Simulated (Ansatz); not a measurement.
A nudged elastic band was laid between two geometries of a periodic cell of 17 atoms, CuSi16 (host Si, host structure diamond, interstitial Cu), cell charge +1.

Level of theory: Ansatz, DFT PBE-D3(BJ), scalar-relativistic, plane waves, PAW. Settings: PAW set soft_1, cutoff 420 eV, k mesh 2x2x2, gaussian smearing 0.05 eV, no spin polarisation.

| Quantity | Value |
| --- | --- |
| movable images | 5 |
| climbing image | yes |
| spring | 5.0 eV/Å² |
| optimiser | quadratic models (default) |
| start path | straight line |
| force threshold | 0.05 eV/Å |
| iteration limit | 50 |
| end points | relaxed |

First end point:

```xyz
17
Lattice="0.0000 5.4300 5.4300 5.4300 0.0000 5.4300 5.4300 5.4300 0.0000" Properties=species:S:1:pos:R:3
Si -0.051 0.064 -0.048
Si 1.305 1.405 1.307
Si 2.647 2.759 -0.046
Si 4.067 4.074 1.300
Si 2.658 0.054 2.658
Si 4.011 1.390 4.010
Si 5.471 2.673 2.711
Si 6.754 4.133 4.013
Si -0.049 2.759 2.648
Si 1.295 4.072 4.071
Si 2.840 5.301 2.844
Si 4.069 6.845 4.071
Si 2.713 2.674 5.470
Si 4.013 4.134 6.753
Si 5.473 5.435 5.472
Si 6.931 6.650 6.928
Cu 5.581 7.988 5.588
```

Last end point:

```xyz
17
Lattice="0.0000 5.4300 5.4300 5.4300 0.0000 5.4300 5.4300 5.4300 0.0000" Properties=species:S:1:pos:R:3
Si 0.059 -0.052 0.029
Si 1.358 1.401 1.319
Si 2.578 2.855 -0.141
Si 4.032 4.071 1.310
Si 2.765 -0.004 2.724
Si 4.115 1.316 4.134
Si 5.430 2.656 2.706
Si 6.653 4.192 3.948
Si 0.063 2.695 2.773
Si 1.416 4.031 4.124
Si 2.754 5.378 2.769
Si 4.036 6.836 4.073
Si 2.768 2.679 5.474
Si 4.119 4.018 6.834
Si 5.437 5.438 5.486
Si 6.862 6.749 6.827
Cu 3.901 6.927 6.636
```

(1) What changes between the two ends?

(2) Give the energies along the band, and the barrier.

(3) What is the geometry of the highest image?

The band took 5 iterations and roughly 8 core-minutes.

## Answers

(1) Contacts lost: Si10–Cu17, Si13–Cu17, Si16–Cu17. Contacts made: Si2–Cu17, Si3–Cu17, Si5–Cu17. The atom that moves furthest is Cu17, by 2.25 Å; four of its nearest neighbours are Si16 2.33, Si4 2.43, Si12 2.43, Si10 2.43 Å at the first end and Si3 2.33, Si5 2.42, Si15 2.43, Si7 2.44 Å at the last.

(2) It converged. The highest image is number 3 of 0 to 6, 0.041 eV above the ends, which have the same energy within 2 meV. By the program's own check the climbing image is of a kind that is not told: the force calls were inconclusive, a negative curvature could not be distinguished from the path's own, the only one lies far off the path, or fixed occupations may fill a level only in part (lowest curvatures found: -0.57 and 0.95 eV/Å²). Limits of this set-up: coarse k mesh, a small cell, in which the defect meets its images, charged cell in a uniform background, uncorrected.

| image | path coordinate (Å) | energy (eV) | Si10–Cu17 (Å) | Si13–Cu17 (Å) | Si16–Cu17 (Å) |
| --- | --- | --- | --- | --- | --- |
| 0 | 0.00 | 0.000 | 2.43 | 2.57 | 2.33 |
| 1 | 0.43 | -0.001 | 2.56 | 2.85 | 2.34 |
| 2 | 0.86 | 0.003 | 2.85 | 3.19 | 2.35 |
| 3 | 1.30 | 0.041 | 3.30 | 3.51 | 2.37 |
| 4 | 1.74 | 0.002 | 3.79 | 3.87 | 2.46 |
| 5 | 2.19 | 0.000 | 4.25 | 4.22 | 2.66 |
| 6 | 2.64 | 0.000 | 4.57 | 4.55 | 2.97 |

(3) 
```xyz
17
Lattice="0.0000 5.4300 5.4300 5.4300 0.0000 5.4300 5.4300 5.4300 0.0000" Properties=species:S:1:pos:R:3
Si -0.045 0.017 0.049
Si 1.350 1.407 1.309
Si 2.629 2.782 -0.067
Si 4.007 4.147 1.401
Si 2.850 0.129 2.586
Si 4.116 1.410 4.089
Si 5.493 2.762 2.788
Si 6.911 4.222 3.924
Si -0.045 2.667 2.698
Si 1.222 3.948 4.198
Si 2.590 5.284 2.861
Si 4.007 6.745 3.998
Si 2.717 2.669 5.476
Si 4.116 4.056 6.735
Si 5.493 5.358 5.384
Si 6.870 6.723 6.853
Cu 4.754 7.471 6.105
```

The run took 8.5 min on 1 thread of Arm Neoverse V1, on a shared host, peak memory 0.94 GiB.
